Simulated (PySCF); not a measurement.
# C4H9FGeO: the cost of one run

Computed with PySCF 2.14.0 and routines of our own; the level stands in each step. Atoms count from 0.

## Step 1: The starting structure

16 atoms, charge 0, multiplicity 1; geometry from: GFN2-xTB.

## Step 2: Circular dichroism and optical rotation: TDDFT LC-wPBE/aug-cc-pVDZ

The job: settings as JSON, then the geometry in Å.

```
{"job": {"kind": "ecd", "xc": "LC-wPBE", "basis": "aug-cc-pVDZ", "nstates": 8}, "charge": 0, "multiplicity": 1}
C      2.287865     0.026925    -0.056108
O      1.031383    -0.592688    -0.167366
C     -0.013541     0.250850    -0.610656
C     -1.168295    -0.690222    -0.965917
Ge    -1.637844    -0.721283     0.965534
C     -0.595615     0.956597     0.622957
F     -1.470284     1.960203     0.242238
H      2.980095    -0.743548     0.277754
H      2.282919     0.846364     0.670322
H      2.616914     0.417695    -1.026357
H      0.326309     0.918821    -1.413703
H     -1.919663    -0.176981    -1.562387
H     -0.832152    -1.581843    -1.485605
H     -3.074332    -0.530220     1.392651
H     -0.965166    -1.750702     1.826875
H      0.143809     1.418976     1.278356
```

Level: TDDFT LC-wPBE/aug-cc-pVDZ circular dichroism and optical rotation, one conformer, gas phase.

Started as:

```console
> OMP_NUM_THREADS=1 python excited_run.py task.json out
```

The driver reads the jobs from task.json and runs them one after another.

**Question.** How long does this job take on 1 thread of Arm Neoverse V1, shared host, and how much memory does it need?

About 2.1 min, with a peak of 1.1 GiB.
